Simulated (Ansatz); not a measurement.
# C3H9GeN: the cost of one run

Method: RKS PBE0/def2-mTZVP, in Ansatz 0.2.0.

### 1 The structure to begin with

Bond lengths: C1–C2 1.322 Å, C2–C3 1.474 Å, C3–Ge4 2.038 Å, Ge4–N5 1.850 Å, C1–H6 1.156 Å, C1–H7 1.052 Å, C2–H8 1.082 Å, C3–H9 1.065 Å, C3–H10 1.124 Å, Ge4–H11 1.593 Å, Ge4–H12 1.501 Å, N5–H13 1.028 Å, N5–H14 1.048 Å. Angles (14 of 21 angles, heavy atoms first): C1–C2–C3 119.3°, C2–C3–Ge4 111.8°, C3–Ge4–N5 106.8°, C1–C2–H8 123.7°, C3–C2–H8 117.0°, C2–C1–H6 116.0°, C2–C1–H7 125.2°, C2–C3–H9 111.9°, C2–C3–H10 111.5°, Ge4–C3–H9 104.4°, Ge4–C3–H10 106.6°, C3–Ge4–H11 105.8°, C3–Ge4–H12 110.5°, N5–Ge4–H11 109.9°.

Structure file:

```xyz
14

C    -2.0347   -0.2886    0.7652
C    -1.4399   -0.3033   -0.4152
C    -0.1497   -1.0000   -0.5647
Ge    1.3648    0.0086    0.3529
N     1.3996    1.7063   -0.3825
H    -3.0431    0.2741    0.8173
H    -1.6365   -0.6935    1.6509
H    -1.8520    0.1624   -1.3009
H     0.1522   -1.0622   -1.5838
H    -0.1783   -2.0250   -0.1042
H     0.9588    0.0932    1.8907
H     2.6639   -0.7222    0.1774
H     1.5991    1.6266   -1.3881
H     2.1829    2.1943    0.1138
```

### 2 Relaxing end A

input.yaml

```yaml
crystal:
  periodic: [false, false, false]
  atoms:
    - { symbol: C, position_ang: [-2.0347, -0.2886, 0.7652] }
    - { symbol: C, position_ang: [-1.4399, -0.3033, -0.4152] }
    - { symbol: C, position_ang: [-0.1497, -1.0, -0.5647] }
    - { symbol: Ge, position_ang: [1.3648, 0.0086, 0.3529] }
    - { symbol: "N", position_ang: [1.3996, 1.7063, -0.3825] }
    - { symbol: H, position_ang: [-3.0431, 0.2741, 0.8173] }
    - { symbol: H, position_ang: [-1.6365, -0.6935, 1.6509] }
    - { symbol: H, position_ang: [-1.852, 0.1624, -1.3009] }
    - { symbol: H, position_ang: [0.1522, -1.0622, -1.5838] }
    - { symbol: H, position_ang: [-0.1783, -2.025, -0.1042] }
    - { symbol: H, position_ang: [0.9588, 0.0932, 1.8907] }
    - { symbol: H, position_ang: [2.6639, -0.7222, 0.1774] }
    - { symbol: H, position_ang: [1.5991, 1.6266, -1.3881] }
    - { symbol: H, position_ang: [2.1829, 2.1943, 0.1138] }
basis:
  gaussian: { orbitals: def2-mTZVP }
hamiltonian:
  xc: pbe0
relax:
  f_tol: 0.015
  max_steps: 40
output:
  orbitals: {}
```

Started as:

```bash
> ansatz run input.yaml --threads 2 --pin off --max-ram 3072MiB --backend cpu --events-out ev --progress --plain --runs-dir out
```

**Question.** How long does this run take on 2 threads of Intel Xeon 6975P-C (Granite Rapids), shared host, and how much memory does it need?

About 50 s, with a peak of 0.42 GiB.
